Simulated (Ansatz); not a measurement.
# ClH5NSi2, SMILES [NH][SiH2][SiH2]Cl: a rigid scan of one bond angle

Program: the Ansatz DFT code, driven from Python.

At the Python prompt:
```pycon
>>> import warnings
>>> import ansatz as az
>>> from ase import Atoms
>>> config = {
...     "basis": "def2-SVP",
...     "functional": "hf",
...     "force_tol": 0.02,
... }
>>> warnings.simplefilter("ignore", az.DeckWarning)
>>> atoms = Atoms(["N", "Si", "Si", "Cl", "H", "H", "H", "H", "H"], positions=[
...     (-1.954, 0.7078, 0.2651),
...     (-0.805, -0.6338, -0.0169),
...     (1.2824, 0.1598, -0.0058),
...     (1.6745, 1.0534, 1.8464),
...     (-1.8184, 1.389, -0.5148),
...     (-1.0855, -1.2558, -1.3194),
...     (-0.9507, -1.6359, 1.0491),
...     (2.2275, -0.9441, -0.2297),
...     (1.4294, 1.1596, -1.074),
... ])
>>> # start the scan from a relaxed geometry
>>> first = (
...     az.Crystal.molecule_from_ase(atoms).calculation()
...     .basis(gaussian=config["basis"])
...     .functional(config["functional"])
...     .spin("collinear", total=1)
...     .relax(force_tolerance=config["force_tol"], max_steps=80)
... )
>>> atoms.positions = first.run(threads=1, pin="off").report["positions_ang"]
>>> rows = []
>>> for angle in [90, 100, 110, 120, 135, 150, 165, 179]:
...     bent = atoms.copy()
...     bent.set_angle(1, 0, 4, angle, indices=[4])
...     base = (
...         az.Crystal.molecule_from_ase(bent).calculation()
...         .basis(gaussian=config["basis"])
...         .functional(config["functional"])
...         .spin("collinear", total=1)
...     )
...     rows.append((angle, base.run(threads=1, pin="off").report["free_energy_ev"]))
...
>>> floor = min(e for _, e in rows)
>>> for angle, e in rows:
...     print(f"angle Si1-N0-H4 = {angle:3d} deg   {1000 * (e - floor):9.1f} meV")
...
angle Si1-N0-H4 =  90 deg       298.2 meV
angle Si1-N0-H4 = 100 deg        95.4 meV
angle Si1-N0-H4 = 110 deg         4.6 meV
angle Si1-N0-H4 = 120 deg         0.0 meV
angle Si1-N0-H4 = 135 deg       102.7 meV
angle Si1-N0-H4 = 150 deg       264.2 meV
angle Si1-N0-H4 = 165 deg       403.4 meV
angle Si1-N0-H4 = 179 deg       459.1 meV
```

Reading the output:
- The scan is rigid, and the energies are electronic, in a modest basis. The zero is the lowest point of the grid, which needn't be the minimum.
- The run takes the species as open-shell (spin multiplicity 2), which needn't be its ground state.
- The whole script took 87 s on 1 thread of Arm Neoverse V2, on a shared host, peak memory 0.31 GiB.
